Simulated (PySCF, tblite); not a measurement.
**C₆H₁₀BNO: geometry, infrared bands and NMR shifts**

What infrared bands and NMR shifts should C₆H₁₀BNO (`C=C([BH2-][N+]#CC)CC=O`) show?

Programs: tblite 0.8.0 and PySCF 2.14.0, with density-fitted response routines of our own. Each step states its level of theory. These are calculated values for one molecule in the gas phase, unless marked as measured. Atoms count from 0, in the outputs and in this text.

## Step 1: Starting geometry

19 atoms, charge 0, multiplicity 1; geometry from: force field or distance geometry start.

Bonds of the start (Å): C0–C1 1.35, C1–B2 1.60, B2–N3 1.48, N3–C4 1.16, C4–C5 1.45, C1–C6 1.50, C6–C7 1.50, C7–O8 1.21, C0–H9 1.08, C0–H10 1.10, B2–H11 1.19, B2–H12 1.19, C5–H13 1.11, C5–H14 1.12, C5–H15 1.10, C6–H16 1.10, C6–H17 1.12, C7–H18 1.09.

## Step 2: Geometry optimisation with GFN2-xTB

The job: settings as JSON, then the geometry in Å.

```
{"job": {"kind": "relax", "xc": "GFN2-xTB", "basis": "xTB"}, "charge": 0, "multiplicity": 1}
C     -1.209300    -1.433600     0.754800
C     -0.985200    -0.797100    -0.415700
B      0.473600    -0.887600    -1.062800
N      1.456500    -0.201500    -0.197300
C      2.226700     0.315700     0.502800
C      3.195800     0.982600     1.358300
C     -2.083200    -0.022700    -1.089200
C     -2.356400     1.255700    -0.347100
O     -1.516900     2.132100    -0.307200
H     -0.443300    -1.997800     1.264100
H     -2.201800    -1.388100     1.217900
H      0.771000    -2.029000    -1.208600
H      0.467600    -0.354000    -2.124000
H      3.338000     0.391600     2.287700
H      2.830200     2.006900     1.619300
H      4.169600     1.065300     0.843800
H     -1.815500     0.221800    -2.132800
H     -3.008300    -0.649800    -1.118300
H     -3.319100     1.398600     0.147100
```

Command:

```console
> OMP_NUM_THREADS=1 python probes_run.py task.json out
```

This one command runs all jobs of the session in turn.

**Question.** This job is followed by: GFN2-xTB harmonic vibrations, gas phase; GIAO PBE0/pcSseg-1 NMR shielding, non-relativistic, gas phase. What will the session give for the following? strongest single infrared mode (GFN2-xTB); zero-point energy (GFN2-xTB); 13C shifts against TMS (PBE0/pcSseg-1); 1H shifts against TMS (PBE0/pcSseg-1, means over atoms taken as alike); 11B shifts against BF3·OEt2 (PBE0/pcSseg-1); 15N shifts against NH3 (PBE0/pcSseg-1); 17O shifts against H2O (PBE0/pcSseg-1); surface potential, 1st and 99th percentile.

As calculated:

| quantity | value |
| --- | --- |
| strongest single infrared mode (GFN2-xTB) | 1750 cm⁻¹, 311 km/mol |
| zero-point energy (GFN2-xTB) | 91.5 kcal/mol |
| 13C shifts against TMS (PBE0/pcSseg-1) | 208.2, 149.8, 131.8, 122.2, 57.7, 2.9 ppm |
| 1H shifts against TMS (PBE0/pcSseg-1, means over atoms taken as alike) | 9.63, 5.73, 5.51, 3.37, 2.67, 2.48 ppm |
| 11B shifts against BF3·OEt2 (PBE0/pcSseg-1) | -29.8 ppm |
| 15N shifts against NH3 (PBE0/pcSseg-1) | 223.5 ppm |
| 17O shifts against H2O (PBE0/pcSseg-1) | 616.0 ppm |
| surface potential, 1st and 99th percentile | -1.32 V and 1.71 V |

What this shows: Over 226 steps the energy fell by 0.500 eV; of the close pairs, C4–C5 changed most, 1.455 to 1.426 Å. No mode is imaginary among the 51: a minimum at this level. The strongest single mode, at 1750 cm⁻¹, moves mainly C7 and O8. Unscaled tight-binding wavenumbers are off by several per cent, some by more. Its intensities can rank the bands wrongly. C7 (aldehyde carbonyl carbon) lies farthest downfield among carbon, at 208.2 ppm; low-lying n→π* states of the double bond to the heteroatom give a large paramagnetic term (-273 ppm). H18 (hydrogen on an aldehyde carbonyl carbon) lies farthest downfield among hydrogen, at 9.63 ppm; deshielded by the polar, anisotropic C=O bond. At PBE0/pcSseg-1: The largest span, 1157 ppm, is at O8, where the paramagnetic term is -685 ppm. By nearest atom (PBE0/pcSseg-1), the HOMO sits on C0 32 %; C1 24 % and the LUMO on C7 30 %; O8 19 %.
